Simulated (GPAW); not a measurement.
# A workflow on GaNH3 (SMILES [NH2][GaH])

We compute a geometry optimisation (UPBEsol-D3(BJ)/plane waves), then vibrational wavenumbers (UPBEsol-D3(BJ)/plane waves) of GaNH3. The job is set up through an ASE script.

The results are computed with GPAW 26.7.0.

2 further runs of the same task are left out: 2 set aside as unsound or not needed.

## Step 1: The system as given

GaNH3 has 5 atoms, charge 0, and is taken as a doublet. As SMILES, `[NH2][GaH]`. All atoms were displaced at random from a relaxed shape. The run starts from this shape.

Bond lengths: N1–Ga2 1.684 Å, N1–H3 0.880 Å, N1–H4 1.199 Å, Ga2–H5 1.660 Å. Angles: N1–Ga2–H5 113.8°, Ga2–N1–H3 143.4°, Ga2–N1–H4 122.1°, H3–N1–H4 94.3°.

## Step 2: A structure relaxation at UPBEsol-D3(BJ)/plane waves (scalar-relativistic datasets, plane-wave cutoff 450 eV) (run 1)

calc.py

```python
import numpy as np
from ase import Atoms
from ase.calculators.mixing import SumCalculator
from ase.io import write
from ase.optimize import LBFGS
from ase.units import Bohr
from dftd3.ase import DFTD3
from gpaw import GPAW, PW, setup_paths
from gpaw.atom.configurations import parameters
from gpaw.atom.generator import Generator

positions_bohr = np.array(
              [[ -0.429937,  -0.996256,  -0.136718],
               [  1.497997,   1.393819,   0.699616],
               [ -1.729625,  -1.390857,  -1.096580],
               [ -0.352298,  -3.018528,   0.881852],
               [  0.874881,   4.094602,  -0.770744]])
atoms = Atoms(['N', 'Ga', 'H', 'H', 'H'], positions=positions_bohr * Bohr)
atoms.center(vacuum=4.5)
atoms.set_initial_magnetic_moments([1 / len(atoms)] * len(atoms))

for symbol in ['Ga', 'H', 'N']:
    Generator(symbol, xcname='PBEsol', scalarrel=True, nofiles=True, txt=None).run(**parameters[symbol])
setup_paths.insert(0, '.')

dft = GPAW(mode={'name': 'pw', 'ecut': 450},
           xc='PBEsol',
           occupations={'name': 'fermi-dirac', 'width': 0.0, 'fixmagmom': True},
           maxiter=100,
           symmetry='off',
           txt='-')
atoms.calc = SumCalculator([DFTD3(method='PBEsol', damping='d3bj'), dft])

opt = LBFGS(atoms, trajectory='gah3n.traj')
converged = opt.run(fmax=0.05, steps=60)
print('Converged:', converged)
print(f'Final energy            {atoms.get_potential_energy():.5f} eV')
print(f'r(Ga1-N0): {atoms.get_distance(1, 0):.4f} Ang')
print(f'r(H3-N0)                {atoms.get_distance(3, 0):.4f} Ang')
write('relaxed.xyz', atoms)
```

Started as:

```bash
$ python3 -u calc.py | tee calc.out
```

Log:

```text
__  _  _
 | _ |_)|_||  |
 |__||  | ||/\| - 26.7.0

units:  Angstrom and eV
cores:  1
OpenMP: False

Versions:
  Python: 3.12.14
  ASE:    3.29.0
  Numpy:  2.5.5
  Scipy:  1.18.1
  Libxc:  7.0.0

        _gpaw.cpython-312-x86_64-linux-gnu.so

Input parameters:
  mode=PW(ecut=450),
  maxiter=100,
  occupations=Occupations(name='fermi-dirac', width=0.0, fixmagmom=True),
  symmetry=Symmetry(point_group=False, time_reversal=False),
  xc=XC(name='PBEsol')

Diagonalizing LCAO Hamiltonian
Converting LCAO to pw mode
         .-------------------------.
        /|                         |
       / |                         |
      /  |                         |
     /   |                         |
    /    |                         |
   /     |                         |
  /      |                         |
 *       |                         |
 |       |          Ga             |
 |       |                         |
 |       |     H H                 |
 |       .-------------------------.
 |      /                         /
 |     /                         /
 |    /                         /
 |   /                         /
 |  /                         /
 | /                         /
 |/                         /
 *-------------------------*

Atoms  # Å, Bohr magnetons
|   | symbol |        x |        y |        z |    initial magnetic moments |
|---|--------|----------|----------|----------|-----------------------------|
| 0 |      N | 5.187765 | 5.570140 | 5.007937 | ( 0.0000,  0.0000,  0.2000) |
| 1 |     Ga | 6.207984 | 6.834913 | 5.450506 | ( 0.0000,  0.0000,  0.2000) |
| 2 |      H | 4.500000 | 5.361326 | 4.500000 | ( 0.0000,  0.0000,  0.2000) |
| 3 |      H | 5.228850 | 4.500000 | 5.546941 | ( 0.0000,  0.0000,  0.2000) |
| 4 |      H | 5.878245 | 8.264106 | 4.672425 | ( 0.0000,  0.0000,  0.2000) |

Unit cell  # Å
| periodic |         x |         y |         z |   lengths |    angles |
|----------|-----------|-----------|-----------|-----------|-----------|
|       no | 10.707984 |  0.000000 |  0.000000 | 10.707984 | 90.000000 |
|       no |  0.000000 | 12.764106 |  0.000000 | 12.764106 | 90.000000 |
|       no |  0.000000 |  0.000000 | 10.046941 | 10.046941 | 90.000000 |

Number of symmetries: 1
Symmetry operations  # r_c * U_cc + t_c -> r_c
|   | kind |            matrix            |
|---|------|------------------------------|
| 0 |  E   |  1, 0, 0,  0, 1, 0,  0, 0, 1 |

BZ-sampling:
  Number of BZ points: 1
  Number of IBZ points: 1

  Monkhorst-Pack size: [1, 1, 1]
  Monkhorst-Pack shift: [0, 0, 0]

K-points  # in reciprocal-cell coordinates
|   |                                coordinates |     weight |
|---|--------------------------------------------|------------|
| 0 | (  0.00000000,   0.00000000,   0.00000000) | 1.00000000 |

Plane wave coefficients: 14896
Cutoff: 450.00000000000006 eV

Spin-components: 2 (collinear spins)
Bands:           11
Projectors:      19
Spin-degeneracy: 1
Datatype:        float64

  Storage: CPU
  Wave functions: 5_243_392 bytes (5_243_392 per core)
  Projectors: 6_435_072 bytes (6_435_072 per core)

Parallelization:
  kpt:    1
  domain: 1
  band:   1

Density:
  Valence electrons: 11.0
  Components: 2
  Grid points: [54 63 50]
  Charge: 0.0  # |e|

Potential:
  Grid points: [54 63 50]

species:
  N:
    name:    Nitrogen
    Z:       7.0
    valence: 5
    core:    2
    charge:  0.0  # [|e|]
    file:    N.PBEsol
    compensation charges:
      type: gauss
      rc: 0.18  # [Å]
      lmax: 2
    cutoffs:
      filter: 1.11  # [Å]
      core: 0.96  # [Å]
    projectors
    | kind |    occ | energy [eV] | rcut [Å] |
    |------|--------|-------------|----------|
    |   2s |  2.000 |     -18.455 |    0.603 |
    |   2p |  3.000 |      -7.035 |    0.529 |
    |    s |        |       8.756 |    0.603 |
    |    p |        |      20.177 |    0.529 |
    |    d |        |       0.000 |    0.577 |

    Using partial waves for N as LCAO basis

  Ga:
    name:    Gallium
    Z:       31.0
    valence: 3
    core:    28
    charge:  0.0  # [|e|]
    file:    Ga.PBEsol
    compensation charges:
      type: gauss
      rc: 0.37  # [Å]
      lmax: 2
    cutoffs:
      filter: 2.06  # [Å]
      core: 4.17  # [Å]
    projectors
    | kind |    occ | energy [eV] | rcut [Å] |
    |------|--------|-------------|----------|
    |   4s |  2.000 |      -8.959 |    1.164 |
    |   4p |  1.000 |      -2.572 |    1.164 |
    |    s |        |      18.252 |    1.164 |
    |    p |        |      24.640 |    1.164 |
    |    d |        |       0.000 |    1.164 |

    Using partial waves for Ga as LCAO basis

  H:
    name:    Hydrogen
    Z:       1.0
    valence: 1
    core:    0
    charge:  0.0  # [|e|]
    file:    H.PBEsol
    compensation charges:
      type: gauss
      rc: 0.15  # [Å]
      lmax: 2
    cutoffs:
      filter: 0.85  # [Å]
      core: 0.53  # [Å]
    projectors
    | kind |    occ | energy [eV] | rcut [Å] |
    |------|--------|-------------|----------|
    |   1s |  1.000 |      -6.334 |    0.476 |
    |    s |        |      20.878 |    0.476 |
    |    p |        |       0.000 |    0.476 |

    Using partial waves for H as LCAO basis

Reference energy: -54357.138722  # eV

eigensolver:
  PPCG
  Converge bands: occupied
  niter=2

density mixing:
  MSR1-Mixer
  Pratt-step length: 0.05
  Maximum mixing coefficient: 0.75
  Old densities: 10
  SVD Regularization: 0.005
  Good broyden scale: 1.0
  Trust region scale: 1.0
  Backstep threshold: 4.0
  History deletion threshold: 6.0
  Fourier metric: weight=20.0, sigma=0.015

occupation numbers:
  Fixed magnetic moment: 1.000
  # Zero width

poisson solver:
  ecut: 3600.0000000000005  # eV

[... 5 lines left out ...]
convergence criteria:
- Maximum [total energy] change in last 3 cyles: 0.0005 eV / valence electron
[... 13 lines left out ...]
Converged in 11 steps
[... 12 lines left out ...]
  Free energy:     -17.706076
[... 2 lines left out ...]
dipole moment: (-0.162452, -0.329947, 0.006082)  # |e|*Ang
[... 80 lines left out ...]
convergence criteria:
- Maximum [total energy] change in last 3 cyles: 0.0005 eV / valence electron
[... 13 lines left out ...]
Converged in 10 steps
[... 12 lines left out ...]
  Free energy:     -19.239647
[... 2 lines left out ...]
dipole moment: (-0.115689, -0.174711, -0.010609)  # |e|*Ang
[... 79 lines left out ...]
convergence criteria:
- Maximum [total energy] change in last 3 cyles: 0.0005 eV / valence electron
[... 13 lines left out ...]
Converged in 9 steps
[... 12 lines left out ...]
  Free energy:     -19.418492
[... 2 lines left out ...]
dipole moment: (-0.070524, -0.124571, 0.010242)  # |e|*Ang
[... 79 lines left out ...]
convergence criteria:
- Maximum [total energy] change in last 3 cyles: 0.0005 eV / valence electron
[... 13 lines left out ...]
Converged in 8 steps
[... 12 lines left out ...]
  Free energy:     -19.437877
[... 2 lines left out ...]
dipole moment: (-0.065772, -0.129654, 0.016169)  # |e|*Ang
[... 79 lines left out ...]
convergence criteria:
- Maximum [total energy] change in last 3 cyles: 0.0005 eV / valence electron
[... 15 lines left out ...]
Converged in 7 steps
[... 12 lines left out ...]
  Free energy:     -19.450797
[... 2 lines left out ...]
dipole moment: (-0.065993, -0.130535, 0.015731)  # |e|*Ang
[... 53 lines left out ...]
convergence criteria:
- Maximum [total energy] change in last 3 cyles: 0.0005 eV / valence electron
[... 15 lines left out ...]
Converged in 7 steps
[... 12 lines left out ...]
  Free energy:     -19.473734
[... 2 lines left out ...]
dipole moment: (-0.085337, -0.139400, 0.001514)  # |e|*Ang
[... 79 lines left out ...]
convergence criteria:
- Maximum [total energy] change in last 3 cyles: 0.0005 eV / valence electron
[... 14 lines left out ...]
Converged in 6 steps
[... 12 lines left out ...]
  Free energy:     -19.474002
[... 2 lines left out ...]
dipole moment: (-0.085795, -0.141016, 0.002809)  # |e|*Ang
[... 79 lines left out ...]
convergence criteria:
- Maximum [total energy] change in last 3 cyles: 0.0005 eV / valence electron
[... 15 lines left out ...]
Converged in 7 steps
[... 12 lines left out ...]
  Free energy:     -19.474472
[... 2 lines left out ...]
dipole moment: (-0.086441, -0.142124, 0.005510)  # |e|*Ang
[... 79 lines left out ...]
convergence criteria:
- Maximum [total energy] change in last 3 cyles: 0.0005 eV / valence electron
[... 15 lines left out ...]
Converged in 7 steps
[... 12 lines left out ...]
  Free energy:     -19.475065
[... 2 lines left out ...]
dipole moment: (-0.087501, -0.141686, 0.008947)  # |e|*Ang
[... 79 lines left out ...]
convergence criteria:
- Maximum [total energy] change in last 3 cyles: 0.0005 eV / valence electron
[... 4 lines left out ...]
SCF iterations
|iter     |     time |      energy | eigst |  dens |  magmom |
|---------|----------|-------------|-------|-------|---------|
|iter:   1| 00:02:52 |  -19.475623c| -3.00 |       |  +1.0009|
|iter:   2| 00:02:54 |  -19.475615c| -4.76 | -2.59 |  +1.0009|
|iter:   3| 00:02:55 |  -19.475531c| -5.06 | -2.62 |  +1.0006|
|iter:   4| 00:02:57 |  -19.475522c| -5.36 | -2.92 |  +1.0002|
|iter:   5| 00:02:58 |  -19.475521c| -6.02 | -3.33 |  +1.0001|
|iter:   6| 00:02:59 |  -19.475521c| -7.23 | -3.67 |  +1.0000|
|iter:   7| 00:03:01 |  -19.475521c| -7.77c| -4.27c|  +1.0000|

Converged in 7 steps
SCF loop duration: 8.949 s (1.278 s/step)
Energy contributions relative to reference atoms: (reference = -54357.138722)

Energy contributions:
  Kinetic:          21.333117
  Coulomb:         -21.289148
  Zero:             -0.049375
  External:          0.000000
  Xc:              -19.470115
  Entropy:           0.000000
  Spinorbit:         0.000000
  ----------------------------
  Free energy:     -19.475521
  Extrapolated:    -19.475521

dipole moment: (-0.088506, -0.139063, 0.011640)  # |e|*Ang

Total magnetic moment: (0.000000, 0.000000, 1.000003)

Local magnetic moments
|        x |        y |         z |
|----------|----------|-----------|
| 0.000000 | 0.000000 |  0.019166 |  # N    0
| 0.000000 | 0.000000 |  0.261185 |  # Ga   1
| 0.000000 | 0.000000 |  0.008496 |  # H    2
| 0.000000 | 0.000000 | -0.000766 |  # H    3
| 0.000000 | 0.000000 |  0.061235 |  # H    4

Fermi levels: -2.388, -3.848
Eigenvalues  # (at kpt = [0.000, 0.000, 0.000])
| band index |      eig [eV] | occ [0-1] |      eig [eV] | occ [0-1] |
|------------|---------------|-----------|---------------|-----------|
|          0 |       -20.180 |     1.000 |       -20.123 |     1.000 |
|          1 |       -11.348 |     1.000 |       -11.291 |     1.000 |
|          2 |       -11.000 |     1.000 |       -10.655 |     1.000 |
[... 7 lines of this table left out ...]
|         10 |         0.766 |     0.000 |         1.056 |     0.000 |

Gap: 1.618 eV
Transition (v -> c):
  (s=1, k=0, n=5, [0.00, 0.00, 0.00]) -> (s=0, k=0, n=6, [0.00, 0.00, 0.00])
No difference between direct/indirect transitions
vacuum-level: 0.242  # V

Forces  # eV/Ang
|        x |        y |        z |
|----------|----------|----------|
|  0.02179 | -0.02366 | -0.01446 |  # N    0
|  0.00825 |  0.06197 | -0.03232 |  # Ga   1
| -0.02458 |  0.01110 | -0.02079 |  # H    2
| -0.03131 | -0.03365 |  0.01893 |  # H    3
|  0.00468 | -0.00219 |  0.02645 |  # H    4

Force computation time: 0.344  # s
LBFGS:   18 hh:mm:ss      -19.497947        0.069449
         .-------------------------.
        /|                         |
       / |                         |
      /  |                         |
     /   |                         |
    /    |                         |
   /     |                         |
  /      |                         |
 *       |                         |
 |       |          Ga             |
 |       |                         |
 |       |     H H                 |
 |       .-------------------------.
 |      /                         /
 |     /                         /
 |    /                         /
 |   /                         /
 |  /                         /
 | /                         /
 |/                         /
 *-------------------------*

Atoms  # Å, Bohr magnetons
|   | symbol |        x |        y |        z |    initial magnetic moments |
|---|--------|----------|----------|----------|-----------------------------|
| 0 |      N | 5.167608 | 5.470825 | 5.028152 | ( 0.0000,  0.0000,  0.0192) |
| 1 |     Ga | 6.204335 | 6.951347 | 5.478943 | ( 0.0000,  0.0000,  0.2612) |
| 2 |      H | 4.372858 | 5.498767 | 4.380143 | ( 0.0000,  0.0000,  0.0085) |
| 3 |      H | 5.259313 | 4.561129 | 5.487271 | ( 0.0000,  0.0000, -0.0008) |
| 4 |      H | 5.901735 | 8.299717 | 4.624882 | ( 0.0000,  0.0000,  0.0612) |

Unit cell  # Å
| periodic |         x |         y |         z |   lengths |    angles |
|----------|-----------|-----------|-----------|-----------|-----------|
|       no | 10.707984 |  0.000000 |  0.000000 | 10.707984 | 90.000000 |
|       no |  0.000000 | 12.764106 |  0.000000 | 12.764106 | 90.000000 |
|       no |  0.000000 |  0.000000 | 10.046941 | 10.046941 | 90.000000 |

Initialization done in: 1.219 s

convergence criteria:
- Maximum [total energy] change in last 3 cyles: 0.0005 eV / valence electron
- Maximum integral of absolute [dens]ity change: 0.0001 electrons / valence electron
- Maximum integral of absolute [eigenst]ate change: 4e-08 eV^2 / valence electron
maximum number of iterations: 100

SCF iterations
|iter     |     time |      energy | eigst |  dens |  magmom |
|---------|----------|-------------|-------|-------|---------|
|iter:   1| 00:03:03 |  -19.475782c| -3.61 |       |  +1.0004|
|iter:   2| 00:03:04 |  -19.475766c| -5.38 | -2.78 |  +1.0003|
|iter:   3| 00:03:06 |  -19.475705c| -4.86 | -2.82 |  +1.0002|
|iter:   4| 00:03:07 |  -19.475702c| -5.65 | -3.17 |  +1.0001|
|iter:   5| 00:03:09 |  -19.475701c| -6.68 | -3.49 |  +1.0000|
|iter:   6| 00:03:10 |  -19.475701c| -7.78c| -3.82 |  +1.0000|
|iter:   7| 00:03:11 |  -19.475701c| -8.24c| -4.41c|  +1.0000|

Converged in 7 steps
SCF loop duration: 8.978 s (1.283 s/step)
Energy contributions relative to reference atoms: (reference = -54357.138722)

Energy contributions:
  Kinetic:          21.292313
  Coulomb:         -21.258259
  Zero:             -0.049465
  External:          0.000000
  Xc:              -19.460290
  Entropy:           0.000000
  Spinorbit:         0.000000
  ----------------------------
  Free energy:     -19.475701
  Extrapolated:    -19.475701

dipole moment: (-0.089058, -0.136607, 0.012261)  # |e|*Ang

Total magnetic moment: (0.000000, 0.000000, 1.000001)

Local magnetic moments
|        x |        y |         z |
|----------|----------|-----------|
| 0.000000 | 0.000000 |  0.019188 |  # N    0
| 0.000000 | 0.000000 |  0.261427 |  # Ga   1
| 0.000000 | 0.000000 |  0.008483 |  # H    2
| 0.000000 | 0.000000 | -0.000766 |  # H    3
| 0.000000 | 0.000000 |  0.061053 |  # H    4

Fermi levels: -2.389, -3.847
Eigenvalues  # (at kpt = [0.000, 0.000, 0.000])
| band index |      eig [eV] | occ [0-1] |      eig [eV] | occ [0-1] |
|------------|---------------|-----------|---------------|-----------|
|          0 |       -20.171 |     1.000 |       -20.114 |     1.000 |
|          1 |       -11.342 |     1.000 |       -11.285 |     1.000 |
|          2 |       -10.998 |     1.000 |       -10.651 |     1.000 |
[... 7 lines of this table left out ...]
|         10 |         0.767 |     0.000 |         1.057 |     0.000 |

Gap: 1.614 eV
Transition (v -> c):
  (s=1, k=0, n=5, [0.00, 0.00, 0.00]) -> (s=0, k=0, n=6, [0.00, 0.00, 0.00])
No difference between direct/indirect transitions
vacuum-level: 0.242  # V

Forces  # eV/Ang
|        x |        y |        z |
|----------|----------|----------|
|  0.01653 | -0.02095 | -0.01456 |  # N    0
|  0.00005 |  0.01306 | -0.02137 |  # Ga   1
| -0.00060 |  0.00694 |  0.00060 |  # H    2
| -0.03500 | -0.01678 |  0.01090 |  # H    3
| -0.00161 |  0.02525 |  0.01007 |  # H    4

Force computation time: 0.341  # s
LBFGS:   19 hh:mm:ss      -19.498126        0.040167
Converged: True
Final energy            -19.49813 eV
r(Ga1-N0): 1.8628 Ang
r(H3-N0)                1.0231 Ang
```

Wall time 3.2 min (1 thread of AMD EPYC 9R45 (Zen 5), shared host); peak memory 0.64 GiB.

Steps, from the record of the run:

```
step  energy from the first frame kept (eV)  largest force (eV/Å)
   0                                 0.0000               10.4728
   1                                -1.5334                4.1797
   2                                -1.7123                1.0024
   3                                -1.7317                0.6712
   4                                -1.7446                0.5070
   5                                -1.7600                0.1851
   6                                -1.7609                0.1482
   7                                -1.7622                0.0618
   8                                -1.7624                0.0526
   9                                -1.7629                0.0935
  10                                -1.7635                0.1195
  11                                -1.7648                0.1515
  12                                -1.7661                0.1441
  13                                -1.7671                0.1039
  14                                -1.7675                0.0657
  15                                -1.7678                0.0628
  16                                -1.7683                0.0894
  17                                -1.7689                0.1065
  18                                -1.7693                0.0694
  19                                -1.7695                0.0402
```

After the run. Bond lengths: N1–Ga2 1.863 Å, N1–H3 1.026 Å, N1–H4 1.023 Å, Ga2–H5 1.625 Å. Angles: N1–Ga2–H5 115.4°, Ga2–N1–H3 124.2°, Ga2–N1–H4 123.2°, H3–N1–H4 112.2°.

[end of part 1 of 2]
